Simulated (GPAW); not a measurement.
Crystal: AgRh.

```xyz
2
Lattice="2.7776 0.0000 0.0000 -1.3888 2.4055 0.0000 0.0000 0.0000 4.8086" Properties=species:S:1:pos:R:3 pbc="T T T"
Ag    0.0000    0.0000    2.4043
Rh    1.3888    0.8018    0.0000
```

The cell comes from a database or a generator and needn't be the stable form of this composition.

```yaml
Program: GPAW 26.7.0
Task: relaxation of cell and atoms
Functional: PBEsol
Potentials_or_basis: PAW data sets generated in the run's folder for this functional
Cutoff: 600 eV
Basis: pw
k_mesh: 8 × 8 × 4
Occupations: fermi-dirac, width 0.05 eV
Spin: no spin polarisation
```

At the start: pressure -9.6 GPa; volume 16.06 Å³/atom.

Q: Where does the relaxation end?

A: Over 7 steps the energy falls by 32.0 meV/atom and the volume is 15.11 Å³/atom (-6.0 %); space group P-6m2 (No. 187, to 0.05 Å).

The path:
| step | energy change (eV) | largest force (eV/Å) | pressure (GPa) | volume (Å³) |
| --- | --- | --- | --- | --- |
| 1 | 0.0000 | 0.0000 | -9.62 | 32.13 |
| 2 | -0.0341 | 0.0000 | -6.73 | 31.47 |
| 3 | -0.0623 | 0.0000 | 0.93 | 30.07 |
| 4 | -0.0629 | 0.0000 | 0.03 | 30.21 |
| 5 | -0.0633 | 0.0000 | -0.20 | 30.25 |
| 6 | -0.0639 | 0.0000 | -0.29 | 30.25 |
| 7 | -0.0640 | 0.0000 | -0.10 | 30.21 |

Final structure:
```
Ag Rh
1.0
     2.73418    0.00000    0.00000
    -1.36709    2.36787    0.00000
     0.00000    0.00000    4.66668
Ag Rh
1 1
Direct
  0.00000 0.00000 0.50000
  0.66667 0.33333 0.00000
```

Caveat: later steps reuse the first step's grids.
